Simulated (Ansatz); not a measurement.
**SiGeH (sextet): from Hartree-Fock to the top rungs, cc-pVTZ**

Aim: climb from Hartree-Fock through coupled cluster and multireference methods for SiGeH (sextet) at one geometry and basis, and see what each rung misses.

Computed with Ansatz 0.2.0, Gaussian basis. Level: cc-pVTZ, core rule «outside noble gas», up to 19 orbitals frozen.

To be run: UHF; CCSD(T) on ROHF; CCSD(T) on UHF; BCCD(T) on ROHF; CCSDT(Q) on ROHF; CCSDT(Q) on UHF; CASSCF and MRCISD+Q, 9 electrons in 9 orbitals; CASSCF and NEVPT2, 9 electrons in 9 orbitals.

3 further runs of the same task are left out: 3 set aside as unsound or not needed.

**1. The system**

The geometry is a PBE0/def2-TZVP stationary point (not a proven minimum) of the parent state, kept for this charge and spin. No spin-orbit coupling is included. The filled d shell of Ge may be among the frozen orbitals whatever the setting's name suggests; the logs give the count.

3 atoms, charge 0, spin multiplicity 6.

Atoms are counted from 1 here; the program's logs count them from 0.

Bond lengths: Si1–Ge2 2.394 Å, Ge2–H3 1.592 Å. Angles: Si1–Ge2–H3 106.5°.

**2. UHF**

in.yaml

```yaml
crystal:
  periodic: [false, false, false]
  atoms:
    - {symbol: Si, position_ang: [0.000000, 0.040626, 1.737197]}
    - {symbol: Ge, position_ang: [0.000000, -0.036181, -0.655626]}
    - {symbol: H, position_ang: [0.000000, 1.475453, -1.156210]}
basis:
  gaussian: {orbitals: cc-pVTZ}
magnetization: {spin_polarized: true, initial_magnetization: 5}
hamiltonian: {xc: hf}
output: {orbitals: {seedname: orbitals}}
```

The run is started by

```
$ ansatz run in.yaml --threads 1 --pin off --events-out ev --progress --plain --max-ram 4096MiB --backend cpu
```

Further steps of the session: CCSD(T) on ROHF; CCSD(T) on UHF; BCCD(T) on ROHF; CCSDT(Q) on ROHF; CCSDT(Q) on UHF; CASSCF and MRCISD+Q, 9 electrons in 9 orbitals; CASSCF and NEVPT2, 9 electrons in 9 orbitals.

Q: Predict the results of all the runs planned. Wanted: UCCSDT(Q) below the RHF energy; RMP2 from UCCSDT(Q); UMP2 from UCCSDT(Q); RCCSD from UCCSDT(Q); RCCSD(T) from UCCSDT(Q); UCCSD(T) from UCCSDT(Q); RCCSDT(Q) from UCCSDT(Q); NEVPT2 valence from UCCSDT(Q); MRCISD+Q valence from UCCSDT(Q).

The runs gave:

| quantity | value |
| --- | --- |
| UCCSDT(Q) below the RHF energy | -4.6266 eV |
| RMP2 from UCCSDT(Q) | +1095.4 meV |
| UMP2 from UCCSDT(Q) | +1079.3 meV |
| RCCSD from UCCSDT(Q) | +278.8 meV |
| RCCSD(T) from UCCSDT(Q) | +73.5 meV |
| UCCSD(T) from UCCSDT(Q) | +54.4 meV |
| RCCSDT(Q) from UCCSDT(Q) | +19.7 meV |
| NEVPT2 valence from UCCSDT(Q) | +1018.0 meV |
| MRCISD+Q valence from UCCSDT(Q) | +120.1 meV |
| levels within 1 kcal/mol (43 meV) | RCCSDT, UCCSDT, RCCSDT(Q) |
| T1 diagnostic | 0.042 |
| effectively unpaired electrons | 5.01 |

**Reading.** RCCSD(T) lands +73.5 meV from the yardstick (1.6 % of the correlation energy). The occupations are near whole numbers, but T1 = 0.042 shows that the orbitals relax strongly. Of the multireference levels listed MRCISD+Q valence comes nearest in total energy (+120.1 meV), which doesn't show that its space is the better one. These misses are within one basis, not against nature; the frozen cores of restricted and unrestricted runs differ, which can shift their rows.
